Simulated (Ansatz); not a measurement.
# Ba4Ti3AsO12: the cost of one run

Program: Ansatz 0.2.0. Level of theory: DFT, PBE, plane-wave PAW, default files, scalar-relativistic, as far as a step names no other. These are calculated values, not measurements.

## 1. The system as given

Symmetry: Im-3m, No. 229, cubic system. Conventional cell: a = 8.012 Å, b = 8.012 Å, c = 8.012 Å, α = 90.00°, β = 90.00°, γ = 90.00°. Around Ba (site symmetry -3m) lie 12 O at 2.83 Å. As (site symmetry m-3m) has 6 O at 2.00 Å as nearest neighbours. Ti (site symmetry 4/mmm) is surrounded by 6 O at 2.00 Å. Around O (site symmetry 4mm) lie 1 As at 2.00 Å and 1 Ti at 2.00 Å and 4 Ba at 2.83 Å and 8 O at 2.83 Å. O (site symmetry -4m2) has 2 Ti at 2.00 Å and 4 Ba at 2.83 Å as nearest neighbours.

As a file:

```
Ba As Ti O
1.0
    -4.00600    4.00600    4.00600
     4.00600   -4.00600    4.00600
     4.00600    4.00600   -4.00600
Ba As Ti O
4 1 3 12
Direct
  0.50000 0.50000 0.50000
  0.00000 0.00000 0.50000
  0.00000 0.50000 0.00000
  0.50000 0.00000 0.00000
  0.00000 0.00000 0.00000
  0.50000 0.50000 0.00000
  0.50000 0.00000 0.50000
  0.00000 0.50000 0.50000
  0.00000 0.25000 0.25000
  0.50000 0.75000 0.25000
  0.50000 0.25000 0.75000
  0.00000 0.75000 0.75000
  0.25000 0.00000 0.25000
  0.75000 0.50000 0.25000
  0.75000 0.00000 0.75000
  0.25000 0.50000 0.75000
  0.25000 0.25000 0.00000
  0.75000 0.75000 0.00000
  0.75000 0.25000 0.50000
  0.25000 0.75000 0.50000
```

Atom 5 of the input is the impurity.

## 2. First run, atoms as given

Contents of input.yaml:

```yaml
crystal:
  lattice:
    - [-4.006, 4.006, 4.006]
    - [4.006, -4.006, 4.006]
    - [4.006, 4.006, -4.006]
  atoms:
    - { symbol: Ba, position: [0.5, 0.5, 0.5] }
    - { symbol: Ba, position: [0.0, 0.0, 0.5] }
    - { symbol: Ba, position: [0.0, 0.5, 0.0] }
    - { symbol: Ba, position: [0.5, 0.0, 0.0] }
    - { symbol: As, position: [0.0, 0.0, 0.0] }
    - { symbol: Ti, position: [0.5, 0.5, 0.0] }
    - { symbol: Ti, position: [0.5, 0.0, 0.5] }
    - { symbol: Ti, position: [0.0, 0.5, 0.5] }
    - { symbol: O, position: [0.0, 0.25, 0.25] }
    - { symbol: O, position: [0.5, 0.75, 0.25] }
    - { symbol: O, position: [0.5, 0.25, 0.75] }
    - { symbol: O, position: [0.0, 0.75, 0.75] }
    - { symbol: O, position: [0.25, 0.0, 0.25] }
    - { symbol: O, position: [0.75, 0.5, 0.25] }
    - { symbol: O, position: [0.75, 0.0, 0.75] }
    - { symbol: O, position: [0.25, 0.5, 0.75] }
    - { symbol: O, position: [0.25, 0.25, 0.0] }
    - { symbol: O, position: [0.75, 0.75, 0.0] }
    - { symbol: O, position: [0.75, 0.25, 0.5] }
    - { symbol: O, position: [0.25, 0.75, 0.5] }
total_charge: 1
kpoints:
  mp_grid: { grid: [3, 3, 3] }
scf:
  occupations: { method: fermi_dirac, width: 0.01 }
hamiltonian:
  xc: pbe
  pseudopotentials: { kind: paw }
output:
  forces: true
  stress: true
  populations: true
  efg:
    quadrupole_moments_barn: { Ba: 0.236, As: 0.311, Ti: 0.247, O: -0.02558 }
    contact_densities: true
```

On the command line:

```
ansatz run input.yaml --threads 1 --pin off --max-ram 3072MiB --backend cpu --events-out ev --progress --plain --runs-dir out
```

Q: Estimate wall time and peak memory on 1 thread of Intel Xeon Platinum 8488C (Sapphire Rapids), shared host.

About 14 s, with a peak of 0.78 GiB.
